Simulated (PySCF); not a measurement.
# TiNH: structure of the singlet

Where does singlet TiNH go from a PBE0 minimum start, is the end point a minimum, and what are its modes, charges and moments?

Method: PBE0, basis Ti def2-TZVP, N def2-TZVP, H def2-TZVP, no relativity, density fitting; program: PySCF 2.14.0.

## Step 1: Where the work starts

3 atoms, charge 0, spin multiplicity 1.

Bond lengths: Ti1–N2 1.547 Å, Ti1–H3 1.770 Å. Angles: N2–Ti1–H3 110.0°.

```xyz
3
charge 0 multiplicity 1
Ti    0.2233    0.0211    0.2495
N    -0.7125   -0.0675   -0.9797
H    -0.7259   -0.0687    1.7414
```

## Step 2: First SCF at the start

The steps below are one call of a driver around PySCF. For each, scf.py gives the equivalent set-up of the SCF; relaxations use the driver's own optimiser. After this first run the driver tries any further starts and a stability analysis.

scf.py

```python
from pyscf import gto, scf, dft
mol = gto.M(atom='''
Ti     0.223336     0.021144     0.249525
N     -0.712484    -0.067453    -0.979727
H     -0.725870    -0.068720     1.741365''',
    basis={'Ti': 'def2-TZVP', 'N': 'def2-TZVP', 'H': 'def2-TZVP'},
    charge=0, spin=0)
mf = dft.RKS(mol, xc='PBE0')
mf.grids.atom_grid = (50, 194)
aux = {'Ti': 'def2-universal-JKFIT', 'N': 'def2-universal-JKFIT', 'H': 'def2-universal-JKFIT'}
mf = mf.density_fit(auxbasis=aux)
mf.conv_tol = 1e-08
mf.diis_space = 10
mf.max_cycle = 60
mf.init_guess = 'minao'
mf.verbose = 4
mf.kernel()
```

The run is started by

```bash
> OMP_NUM_THREADS=2 python axn.py task.json out
```

After this run come: PBE0 minimum start, singlet: relaxation; Frequencies.

What does the calculation give? Wanted: minimum; geometry; wavenumbers; dipole moment; highest occupied, lowest empty level; polar-tensor charge of Ti1; zero-point energy; atomisation energy.

As calculated:

```
                                 quantity                                      value
                                  minimum                                singlet, Cs
                                 geometry  Ti–H 1.770 Å, Ti–N 1.547 Å; H–Ti–N 110.0°
                       wavenumbers (cm⁻¹)             488 (a'), 1170 (a'), 1592 (a')
                            dipole moment                                     5.97 D
     highest occupied, lowest empty level                            -6.86, -2.27 eV
               polar-tensor charge of Ti1                                    +1.33 e
                        zero-point energy                                19.4 kJ/mol
                      entropy at 298.15 K                            244.0 J/(mol K)
atomisation energy (no zero-point energy)                                 731 kJ/mol
```

What this shows: The molecule stays Cs, as typed, and the end point is a minimum. The strongest infrared band lies at 1592 cm⁻¹ (a', stretch). With 6.0 D the molecule is strongly polar. Only this shape and spin were tried, so other structures or states may lie lower. Whether spin polarisation would lower the closed shell was not checked.
